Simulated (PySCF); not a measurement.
# F2H3PSiTe: NMR shieldings

What do calculations give for the NMR shieldings of F2H3PSiTe (`FP(F)[Te][SiH3]`)?

Computed with PySCF 2.14.0 and routines of our own; the level stands in each step. Atoms count from 0.

### Step 1. The starting structure

8 atoms, charge 0, multiplicity 1; geometry from: GFN2-xTB.

### Step 2. Geometry optimisation at PBE0-D3(BJ)/def2-SVP

Job settings and geometry (Å):

```
{"job": {"xc": "PBE0", "basis": "def2-SVP", "d3": "d3bj", "grid": 1, "maxiter": 30, "shake": 0.01, "kind": "geom"}, "charge": 0, "multiplicity": 1}
F      2.646160    -1.666690     0.597220
P      1.654840    -0.358020     0.817720
F      2.859630     0.683960     0.521970
Te     0.569850    -0.315400    -1.375720
Si    -1.614600     0.315390    -0.260060
H     -1.557440     1.684850     0.281850
H     -1.915550    -0.605020     0.834920
H     -2.587750     0.241780    -1.314890
```

Command:

```bash
$ OMP_NUM_THREADS=1 python heavy_run.py task.json out
```

The driver reads the jobs from task.json and runs them one after another.

Log:

```text
step   0  E = -1099.63412821  max force = 0.030460
step   1  E = -1099.63806469  max force = 0.003429
step   2  E = -1099.63819760  max force = 0.000851
step   3  E = -1099.63821536  max force = 0.000324
step   4  E = -1099.63823017  max force = 0.000454
step   5  E = -1099.63826162  max force = 0.001782
step   6  E = -1099.63824035  max force = 0.003708
step   7  E = -1099.63829507  max force = 0.002433
step   8  E = -1099.63833156  max force = 0.000926
step   9  E = -1099.63830463  max force = 0.000731
step  10  E = -1099.63830875  max force = 0.000581
step  11  E = -1099.63829824  max force = 0.000552
step  12  E = -1099.63827967  max force = 0.000616
step  13  E = -1099.63828892  max force = 0.000613
step  14  E = -1099.63829426  max force = 0.000240
step  15  E = -1099.63829451  max force = 0.000149
step  16  E = -1099.63829496  max force = 0.000132
optimisation converged
```

It took 86 s on 1 thread of Arm Neoverse V1, shared host; peak memory 0.44 GiB.

Step by step:

| step | energy from step 0 (eV) | largest force component (eV/Å) |
| --- | --- | --- |
| 0 | 0.0000 | 1.5663 |
| 1 | -0.1071 | 0.1763 |
| 2 | -0.1107 | 0.0438 |
| 3 | -0.1112 | 0.0167 |
| 4 | -0.1116 | 0.0233 |
| 5 | -0.1125 | 0.0916 |
| 6 | -0.1119 | 0.1907 |
| 7 | -0.1134 | 0.1251 |
| 8 | -0.1144 | 0.0476 |
| 9 | -0.1136 | 0.0376 |
| 10 | -0.1138 | 0.0299 |
| 11 | -0.1135 | 0.0284 |
| 12 | -0.1130 | 0.0317 |
| 13 | -0.1132 | 0.0315 |
| 14 | -0.1134 | 0.0123 |
| 15 | -0.1134 | 0.0077 |
| 16 | -0.1134 | 0.0068 |

Distances of close pairs at the start and the end, largest changes first:

| bond | before (Å) | after (Å) | change (Å) |
| --- | --- | --- | --- |
| P1–Te3 | 2.447 | 2.507 | +0.059 |
| Si4–H7 | 1.437 | 1.491 | +0.054 |
| F0–P1 | 1.656 | 1.610 | -0.047 |
| Si4–H6 | 1.462 | 1.492 | +0.030 |
| Te3–Si4 | 2.533 | 2.511 | -0.022 |
| Si4–H5 | 1.474 | 1.492 | +0.018 |
| P1–F2 | 1.620 | 1.610 | -0.010 |

The next job starts from the end point, and lists it.

| at the end point | value |
| --- | --- |
| point group (found at 0.08 Å tolerance) | C1 |
| rotational constants (GHz, main isotopes) | 2.520, 1.020, 0.871 |
| dipole moment (D) | 1.95 |

### Step 3. NMR shieldings: PBE/pcSseg-1 Te:us-x2c-TZVPall-2c, spin–orbit

Job settings and geometry (Å):

```
{"job": {"kind": "hnmr", "xc": "PBE", "basis": {"default": "pcSseg-1", "Te": "us-x2c-TZVPall-2c"}, "rel": "so"}, "charge": 0, "multiplicity": 1}
F      2.624093    -1.465991     0.671340
P      1.783533    -0.093446     0.647794
F      2.959059     0.827772     0.046776
Te     0.422655    -0.458414    -1.425306
Si    -1.627880     0.194129    -0.131450
H     -1.406341     1.501193     0.553677
H     -1.983706    -0.840954     0.881966
H     -2.716796     0.316529    -1.141911
```

Level: PBE/pcSseg-1 Te:us-x2c-TZVPall-2c GIAO NMR shielding, X2C with spin-orbit coupling, screened-nuclear two-electron part, Gaussian nuclei, gas phase.

Log:

```text
spin-free SCF
coarse grid: 38872 points
cycle   1  E = -7626.5984847912  dE =  8.881e-02  |g| = 7.580e-01  |ddm| = 1.520e+01
cycle   2  E = -7626.1975271494  dE =  4.010e-01  |g| = 1.725e+00  |ddm| = 1.581e+00
cycle   3  E = -7626.6867786611  dE = -4.893e-01  |g| = 1.022e-01  |ddm| = 1.171e+00
cycle   4  E = -7626.6878772239  dE = -1.099e-03  |g| = 8.049e-02  |ddm| = 2.583e-01
cycle   5  E = -7626.6891604674  dE = -1.283e-03  |g| = 2.863e-02  |ddm| = 1.505e-01
cycle   6  E = -7626.6893484920  dE = -1.880e-04  |g| = 1.202e-02  |ddm| = 5.137e-02
cycle   7  E = -7626.6893885651  dE = -4.007e-05  |g| = 1.273e-03  |ddm| = 1.566e-02
cycle   8  E = -7626.6893888766  dE = -3.115e-07  |g| = 5.343e-04  |ddm| = 1.767e-03
final grid: 77224 points
cycle   9  E = -7626.6867124753  dE = -1.440e-06  |g| = 2.262e-03  |ddm| = 2.193e-03
cycle  10  E = -7626.6867119196  dE =  5.557e-07  |g| = 1.877e-03  |ddm| = 2.968e-03
cycle  11  E = -7626.6867123865  dE = -4.669e-07  |g| = 1.195e-03  |ddm| = 3.161e-03
cycle  12  E = -7626.6867126928  dE = -3.063e-07  |g| = 9.311e-05  |ddm| = 1.212e-03
cycle  13  E = -7626.6867126948  dE = -1.985e-09  |g| = 1.453e-05  |ddm| = 1.078e-04
converged SCF energy = -7626.6867126948
two-component SCF
cycle   1  E = -7625.8572934778  dE = -7.626e+03  |FDS-SDF| = 5.324e+01
cycle   2  E = -7627.7655156328  dE = -1.908e+00  |FDS-SDF| = 8.302e-02
cycle   3  E = -7627.7655203791  dE = -4.746e-06  |FDS-SDF| = 1.414e-02
cycle   4  E = -7627.7655153165  dE =  5.063e-06  |FDS-SDF| = 9.705e-03
cycle   5  E = -7627.7655217536  dE = -6.437e-06  |FDS-SDF| = 3.831e-03
cycle   6  E = -7627.7655259997  dE = -4.246e-06  |FDS-SDF| = 8.347e-04
cycle   7  E = -7627.7655261647  dE = -1.651e-07  |FDS-SDF| = 2.463e-04
cycle   8  E = -7627.7655261768  dE = -1.202e-08  |FDS-SDF| = 4.235e-05
converged, E = -7627.7655261768

Field gradients (au) and densities at the nuclei (bohr^-3)
atom        Vxx        Vyy        Vzz        centre      nuclear mean
  0 F     -0.8144    -1.0522     1.8666        407.205        407.204
  1 P      0.3266     1.1146    -1.4412       1940.474       1940.447
  2 F     -0.8135    -1.0512     1.8646        407.206        407.205
  3 Te     2.2426     4.4146    -6.6572     208577.543     206805.040
  4 Si    -0.2431    -0.2508     0.4939       1576.105       1576.086
  5 H     -0.0702    -0.0722     0.1424          0.354          0.354
  6 H     -0.0709    -0.0718     0.1427          0.355          0.355
  7 H     -0.0713    -0.0727     0.1439          0.354          0.354
without picture change
  3 Te                          -7.2400                    436917.002

Core orbital energies (eV)
atom   shell        mean    spread
  1 P  1s        -2085.502   0.000
  1 P  2s         -175.608   0.000
  1 P  2p1/2      -126.821   0.000
  1 P  2p3/2      -125.924   0.132
  3 Te 1s       -31563.733   0.000
  3 Te 2s        -4840.134   0.000
  3 Te 3s         -963.010   0.000
  3 Te 4s         -163.618   0.000
  3 Te 5s          -16.331   0.000
  3 Te 2p1/2     -4534.000   0.000
  3 Te 2p3/2     -4261.196   0.024
  3 Te 3p1/2      -837.421   0.000
  3 Te 3p3/2      -786.432   0.059
  3 Te 4p1/2      -120.514   0.000
  3 Te 4p3/2      -110.812   0.143
  3 Te 3d3/2      -565.019   0.055
  3 Te 3d5/2      -554.523   0.072
  3 Te 4d3/2       -42.035   0.181
  3 Te 4d5/2       -40.581   0.234
  4 Si 1s        -1784.962   0.000
  4 Si 2s         -138.991   0.000
  4 Si 3s          -14.680   0.000
  4 Si 2p1/2       -95.524   0.000
  4 Si 2p3/2       -94.900   0.048

vertical triplet (scalar unrestricted SCF): 3.583 eV

Shielding tensors (ppm)
atom      isotropic    diamagn.    paramagn.     s11        s22        s33       span
  0 F       223.48      470.33     -246.85      69.03     148.91     452.50     383.47
  1 P       -85.33      943.19    -1028.51    -339.43     -82.34     165.79     505.22
  2 F       224.54      470.45     -245.91      67.81     149.24     456.56     388.75
  3 Te     3917.23     4977.82    -1060.59    2230.99    4191.94    5328.78    3097.80
  4 Si      420.05      865.63     -445.58     409.03     422.44     428.69      19.66
  5 H        26.67       27.45       -0.78      23.31      23.90      32.79       9.48
  6 H        27.03       27.40       -0.36      23.77      24.35      32.98       9.21
  7 H        26.34       27.20       -0.85      22.92      23.57      32.54       9.62
```

Run time: 78 s. Hardware: 1 thread of Arm Neoverse V1, shared host; peak memory 0.97 GiB.

Key values:

| quantity | value |
| --- | --- |
| energy from spin-orbit coupling | -1.0788 Eh |

The fields below are evaluated on a grid from the run's orbitals.

Frontier orbitals at PBE/us-x2c-TZVPall-2c+pcSseg-1, with the share of their density that lies nearest to each atom:

| orbital | energy (eV) | lies on |
| --- | --- | --- |
| HOMO | -5.84 | Te3 81 % |
| LUMO | -2.26 | Te3 41 %; P1 36 %; Si4 7 % |

ELF in a plane through or near 3 of the atoms.

Ten even steps from ' ' (0.00) to '@' (0.97):
```
                                                        
                                                        
                                                        
                                                        
          ::--==--                                      
        ::**%%%%##::    ....      ::::..                
      ..==%%++**%%--  ..........::++++::......          
      ..++%%****##------::::::--++++====++**++--        
      ..==##%%%%**--++++--::--++==....--%%%%%%++..      
          ..::==....--##++::++**..####..%%@@@@**..      
          ..::--..::--%%++::++**..####..##%%##==        
      ..==##%%%%**--++**--::--++==....====--::..        
      ..++%%**==##------::::::--++##%%##==::            
      ..==%%==++%%--    ....  ..==@@@@@@++..            
        ::**%%%%##::            ::%%@@@@++..            
          ::====--..              ++%%##::              
                                    ::..                
                                                        
                                                        
                                                        
```
The map spans 10.9 Å across and 7.9 Å up, centred on the molecule. Atoms in the plane (x, y in Å): F0 (-2.8, -1.2), F2 (-2.8, 1.2), Si4 (1.7, 0.0).

log10 of the density (e/Å³) in the same plane.

Values, 10 rows by 14 columns:
```
-4.0 -4.0 -4.0 -4.0 -4.0 -4.0 -4.0 -4.0 -4.0 -4.0 -4.0 -4.0 -4.0 -4.0
-4.0 -4.0 -3.6 -2.8 -2.9 -3.5 -3.3 -3.3 -3.2 -3.1 -3.4 -3.9 -4.0 -4.0
-4.0 -3.5 -1.9 -1.0 -1.2 -2.2 -2.3 -2.3 -2.2 -2.2 -2.5 -3.0 -3.7 -4.0
-4.0 -2.5 -0.8  1.1  0.3 -1.2 -1.4 -1.4 -1.1 -1.0 -1.4 -2.0 -2.9 -3.8
-4.0 -2.6 -1.0  0.4  0.1 -0.4 -0.8 -0.9 -0.5 -0.2 -0.6 -1.3 -2.4 -3.4
-4.0 -3.0 -1.4 -0.4 -0.1  0.0 -0.5 -0.7 -0.3  1.4 -0.5 -1.2 -2.4 -3.4
-4.0 -2.4 -0.8  1.0  0.3 -0.6 -1.0 -1.1 -0.7 -0.3 -0.9 -1.8 -2.8 -3.7
-4.0 -2.8 -1.2  0.1 -0.3 -1.6 -1.9 -1.9 -1.4 -1.0 -1.6 -2.5 -3.5 -4.0
-4.0 -4.0 -2.8 -1.9 -2.1 -2.9 -3.0 -2.9 -2.6 -2.3 -2.6 -3.2 -4.0 -4.0
-4.0 -4.0 -4.0 -4.0 -4.0 -4.0 -4.0 -4.0 -3.5 -3.3 -3.6 -4.0 -4.0 -4.0
```
The map spans 10.9 Å across and 7.9 Å up, centred on the molecule. Atoms in the plane (x, y in Å): F0 (-2.8, -1.2), F2 (-2.8, 1.2), Si4 (1.7, 0.0).

On the surface of density 0.002 e/bohr³ the electrostatic potential runs, from the 1st to the 99th percentile, from -0.55 V near F0 to 1.13 V near P1.

### Step 4. NMR shieldings: PBE/pcSseg-1 Te:us-x2c-TZVPall-2c, spin-free

Settings changed since step 3:

```diff
@@ -1,2 +1,2 @@
-{"job": {"kind": "hnmr", "xc": "PBE", "basis": {"default": "pcSseg-1", "Te": "us-x2c-TZVPall-2c"}, "rel": "so"}, "charge": 0, "multiplicity": 1}
+{"job": {"kind": "hnmr", "xc": "PBE", "basis": {"default": "pcSseg-1", "Te": "us-x2c-TZVPall-2c"}, "rel": "sf"}, "charge": 0, "multiplicity": 1}
 F      2.624093    -1.465991     0.671340
```

Method: PBE/pcSseg-1 Te:us-x2c-TZVPall-2c GIAO NMR shielding, spin-free X2C, Gaussian nuclei, gas phase.

Log:

```text
spin-free SCF
coarse grid: 38872 points
cycle   1  E = -7626.5984847912  dE =  8.881e-02  |g| = 7.580e-01  |ddm| = 1.520e+01
cycle   2  E = -7626.1975271494  dE =  4.010e-01  |g| = 1.725e+00  |ddm| = 1.581e+00
cycle   3  E = -7626.6867786611  dE = -4.893e-01  |g| = 1.022e-01  |ddm| = 1.171e+00
cycle   4  E = -7626.6878772239  dE = -1.099e-03  |g| = 8.049e-02  |ddm| = 2.583e-01
cycle   5  E = -7626.6891604674  dE = -1.283e-03  |g| = 2.863e-02  |ddm| = 1.505e-01
cycle   6  E = -7626.6893484920  dE = -1.880e-04  |g| = 1.202e-02  |ddm| = 5.137e-02
cycle   7  E = -7626.6893885651  dE = -4.007e-05  |g| = 1.273e-03  |ddm| = 1.566e-02
cycle   8  E = -7626.6893888766  dE = -3.115e-07  |g| = 5.343e-04  |ddm| = 1.767e-03
final grid: 77224 points
cycle   9  E = -7626.6867124753  dE = -1.440e-06  |g| = 2.262e-03  |ddm| = 2.193e-03
cycle  10  E = -7626.6867119196  dE =  5.557e-07  |g| = 1.877e-03  |ddm| = 2.968e-03
cycle  11  E = -7626.6867123865  dE = -4.669e-07  |g| = 1.195e-03  |ddm| = 3.161e-03
cycle  12  E = -7626.6867126928  dE = -3.063e-07  |g| = 9.311e-05  |ddm| = 1.212e-03
cycle  13  E = -7626.6867126948  dE = -1.985e-09  |g| = 1.453e-05  |ddm| = 1.078e-04
converged SCF energy = -7626.6867126948
check of the scalar solution
cycle   1  E = -7626.6867126948  dE = -7.627e+03  |FDS-SDF| = 5.919e+00
cycle   2  E = -7626.6883485437  dE = -1.636e-03  |FDS-SDF| = 3.541e-03
cycle   3  E = -7626.6883485436  dE =  7.276e-11  |FDS-SDF| = 1.390e-04
cycle   4  E = -7626.6883485387  dE =  4.888e-09  |FDS-SDF| = 1.526e-04
cycle   5  E = -7626.6883485426  dE = -3.898e-09  |FDS-SDF| = 9.333e-05
cycle   6  E = -7626.6883485451  dE = -2.452e-09  |FDS-SDF| = 9.621e-06
converged, E = -7626.6883485451

Field gradients (au) and densities at the nuclei (bohr^-3)
atom        Vxx        Vyy        Vzz        centre      nuclear mean
  0 F     -0.8153    -1.0519     1.8673        407.205        407.204
  1 P      0.3302     1.1099    -1.4401       1940.481       1940.453
  2 F     -0.8144    -1.0509     1.8653        407.206        407.205
  3 Te     2.2400     4.4307    -6.6708     208435.273     206662.773
  4 Si    -0.2448    -0.2527     0.4975       1576.107       1576.088
  5 H     -0.0702    -0.0722     0.1424          0.354          0.354
  6 H     -0.0709    -0.0718     0.1426          0.355          0.355
  7 H     -0.0712    -0.0727     0.1439          0.354          0.354
without picture change
  3 Te                          -7.2653                    436934.410

Core orbital energies (eV)
atom   shell        mean    spread
  1 P  1s        -2085.515   0.000
  1 P  2s         -175.619   0.000
  1 P  2p         -126.234   0.217
  3 Te 1s       -31565.667   0.000
  3 Te 2s        -4840.510   0.000
  3 Te 3s         -963.107   0.000
  3 Te 4s         -163.650   0.000
  3 Te 5s          -16.339   0.000
  3 Te 2p        -4348.602   0.040
  3 Te 3p         -802.820   0.096
  3 Te 4p         -113.936   0.232
  3 Te 3d         -558.771   0.080
  3 Te 4d          -41.181   0.268
  4 Si 1s        -1784.971   0.000
  4 Si 2s         -138.998   0.000
  4 Si 3s          -14.682   0.000
  4 Si 2p          -95.115   0.078

Shielding tensors (ppm)
atom      isotropic    diamagn.    paramagn.     s11        s22        s33       span
  0 F       214.41      470.36     -255.95      65.42     150.53     427.28     361.86
  1 P       -86.87      955.20    -1042.07    -330.66     -93.12     163.17     493.83
  2 F       215.27      470.48     -255.21      64.67     150.61     430.53     365.86
  3 Te     2841.41     5420.73    -2579.32    1286.38    2827.39    4410.48    3124.10
  4 Si      404.57      875.06     -470.49     361.14     409.25     443.34      82.20
  5 H        26.35       27.47       -1.11      21.61      24.66      32.79      11.18
  6 H        26.40       27.41       -1.01      21.53      24.49      33.19      11.67
  7 H        26.40       27.23       -0.84      22.69      23.87      32.63       9.93
```

It took 21 s on 1 thread of Arm Neoverse V1, shared host; peak memory 0.92 GiB.

### Step 5. Shieldings side by side

| run | Te3 | Si4 | F2 | F0 | P1 | H6 | H5 | time |
| --- | --- | --- | --- | --- | --- | --- | --- | --- |
| step 3, PBE/pcSseg-1 Te:us-x2c-TZVPall-2c, spin–orbit | 3917.2 | 420.0 | 224.5 | 223.5 | -85.3 | 27.0 | 26.7 | 78 s |
| step 4, PBE/pcSseg-1 Te:us-x2c-TZVPall-2c, spin-free | 2841.4 | 404.6 | 215.3 | 214.4 | -86.9 | 26.4 | 26.4 | 21 s |

### Step 6. What came out

| quantity | value |
| --- | --- |
| point group | C1 |
| rotational constants (main isotopes) | 2.52, 1.02, 0.87 GHz |
| energy from spin-orbit coupling (step 3, PBE/pcSseg-1 Te:us-x2c-TZVPall-2c, spin–orbit) | -1.0788 Eh |
| shieldings (step 3, PBE/pcSseg-1 Te:us-x2c-TZVPall-2c, spin–orbit) | F0 223.5, P1 -85.3, F2 224.5, Te3 3917.2, Si4 420.0 ppm |
| surface potential, 1st and 99th percentile | -0.55 V and 1.13 V |
| shieldings (step 4, PBE/pcSseg-1 Te:us-x2c-TZVPall-2c, spin-free) | F0 214.4, P1 -86.9, F2 215.3, Te3 2841.4, Si4 404.6 ppm |

What this shows: Relaxing lowered the energy by 0.113 eV in 16 steps; the close pair that moved most is P1–Te3, from 2.447 to 2.507 Å. No frequency check was run at this level, so the end point may be a saddle. A contracted two-component basis is stiff near heavy nuclei, so the absolute shieldings of the heavy atoms from it are rough. In step 3, Te3 has the widest tensor, 3098 ppm. At PBE/us-x2c-TZVPall-2c+pcSseg-1, counted by nearest atom on the grid, the HOMO lies on Te3 81 %, the LUMO on Te3 41 %; P1 36 %. Te3 moves most between the runs, by 1076 ppm; the labels say what changes from run to run.
